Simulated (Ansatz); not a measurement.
# BBrClH3Si: basis-set convergence

The task here is to estimate one member of a computed series from the others.

Computed with Ansatz 0.2.0, Gaussian basis. Level: one geometry, several basis sets.

Levels to be run: PBE0-D4/def2-SVP; ωB97M-V/def2-SVP; PBE0-D4/def2-QZVPP; ωB97M-V/def2-QZVPP; the functionals' def2-TZVPP values are taken from earlier runs.

**The relaxed structure**

An earlier PBE0-D4 in a triple-zeta def2 set relaxation fixed the geometry.

SMILES `Cl[SiH2]BBr`, 7 atoms, charge 0, spin multiplicity 1.

Atoms are counted from 1 here; the program's logs count them from 0.

Bond lengths: Cl1–Si2 2.062 Å, Si2–B3 2.009 Å, Si2–H5 1.485 Å, Si2–H6 1.485 Å, B3–Br4 1.898 Å, B3–H7 1.190 Å. Angles: Cl1–Si2–B3 111.6°, Cl1–Si2–H5 108.0°, Cl1–Si2–H6 108.0°, B3–Si2–H5 110.0°, B3–Si2–H6 110.2°, H5–Si2–H6 108.9°, Si2–B3–Br4 116.6°, Si2–B3–H7 126.9°, Br4–B3–H7 116.5°.

Set-up of the first run:

The input, in.yaml:

```yaml
crystal:
  periodic: [false, false, false]
  atoms:
    - {symbol: Cl, position_ang: [0.213434, 2.483234, 0.253669]}
    - {symbol: Si, position_ang: [-0.557282, 0.572622, 0.168522]}
    - {symbol: B, position_ang: [0.864652, -0.780540, -0.260240]}
    - {symbol: Br, position_ang: [0.310426, -2.593697, -0.352369]}
    - {symbol: H, position_ang: [-1.613153, 0.549412, -0.876093]}
    - {symbol: H, position_ang: [-1.174199, 0.267157, 1.484661]}
    - {symbol: H, position_ang: [2.017521, -0.566088, -0.463951]}
basis:
  gaussian: {orbitals: def2-SVP}
hamiltonian: {xc: pbe0, dispersion: d4}
output: {orbitals: {seedname: orbitals}}
```

Started as:

```bash
$ ansatz run in.yaml --threads 2 --pin off --events-out ev --progress --plain --max-ram 4352MiB
```

Among the steps run: PBE0-D4 in def2-SVP; ωB97M-V in def2-SVP; PBE0-D4 in def2-QZVPP; ωB97M-V in def2-QZVPP.

One table of the session follows, with a row left open; its other results are not shown here.

| functional | basis | HOMO (eV) | LUMO (eV) |
| --- | --- | --- | --- |
| PBE0-D4 | def2-SVP | ? | ? |
| PBE0-D4 | def2-TZVPP | -7.97 | -2.72 |
| PBE0-D4 | def2-QZVPP | -7.99 | -2.74 |
| ωB97M-V | def2-SVP | -10.00 | -0.60 |
| ωB97M-V | def2-TZVPP | -10.11 | -0.72 |
| ωB97M-V | def2-QZVPP | -10.13 | -0.76 |

Q: Estimate the row for PBE0-D4, def2-SVP from the others.

**Answer.** HOMO (eV): -7.90; LUMO (eV): -2.66. In the column «HOMO (eV)» it is the highest.
